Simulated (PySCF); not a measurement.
**[RhO2]-: triplet, from a B3LYP minimum start**

The task is one start of a wider search on [RhO2]-: the triplet, from a B3LYP minimum start. It is relaxed, tested by its Hessian and followed downhill if it is a saddle.

Program: PySCF 2.14.0. Level of theory: B3LYP, basis Rh def2-SVPD with ECP28, O def2-SVPD, scalar-relativistic core potentials, no spin–orbit coupling, density fitting. These are calculated values, not measurements.

**1. Starting geometry**

3 atoms, charge -1, spin multiplicity 3.

Bond lengths: Rh1–O2 1.754 Å, Rh1–O3 1.754 Å. Angles: O2–Rh1–O3 149.6°.

```xyz
3
charge -1 multiplicity 3
Rh    0.0000    0.0000   -0.1066
O     1.6924    0.0000    0.3525
O    -1.6924    0.0000    0.3525
```

**2. The SCF at the typed geometry**

The steps below are one call of a driver around PySCF. For each, scf.py gives the equivalent set-up of the SCF; relaxations use the driver's own optimiser. After this first run the driver tries any further starts and a stability analysis.

scf.py reads:

```python
from pyscf import gto, scf, dft
mol = gto.M(atom='''
Rh    -0.000000    -0.000000    -0.106628
O      1.692422    -0.000000     0.352505
O     -1.692422     0.000000     0.352505''',
    basis={'Rh': 'def2-SVPD', 'O': 'def2-SVPD'},
    ecp={'Rh': 'def2-SVPD'},
    charge=-1, spin=2)
mf = dft.UKS(mol, xc='B3LYP')
mf.grids.atom_grid = (50, 194)
aux = {'Rh': 'def2-universal-JKFIT', 'O': 'def2-universal-JKFIT'}
mf = mf.density_fit(auxbasis=aux)
mf.conv_tol = 1e-08
mf.diis_space = 10
mf.max_cycle = 60
mf.init_guess = 'minao'
mf.verbose = 4
mf.kernel()
```

Command:

```
> OMP_NUM_THREADS=2 python axn.py task.json out
```

Further steps of the session: Relaxation: B3LYP minimum start, triplet; Frequencies.

**Question.** What will these runs give? Wanted: minimum; geometry; wavenumbers; dipole moment; highest occupied, lowest empty level; polar-tensor charge of Rh1; zero-point energy; ⟨S²⟩.

The runs gave:

```
                                          quantity                             value
                                           minimum                      triplet, C2v
                                          geometry  Rh–O 1.754 Å (×2); O–Rh–O 149.6°
                                wavenumbers (cm⁻¹)      156 (a1), 822 (a1), 822 (b2)
                    dipole moment (centre of mass)                            1.64 D
highest occupied, lowest empty level (either spin)                    -0.36, 1.45 eV
                        polar-tensor charge of Rh1                           +0.90 e
                                 zero-point energy                       10.8 kJ/mol
                               entropy at 298.15 K                   279.0 J/(mol K)
                                              ⟨S²⟩                             2.008
```

In words: The B3LYP minimum start keeps its C2v symmetry and ends in a minimum. In the infrared the band at 822 cm⁻¹ (a1, stretch) leads. Most of the spin sits on Rh1 (Mulliken spin 1.50, against 2 for the whole molecule). Only this shape and spin were tried, so other structures or states may lie lower. Open d and f shells are described by one determinant, and the ground state may have another occupation or spin.
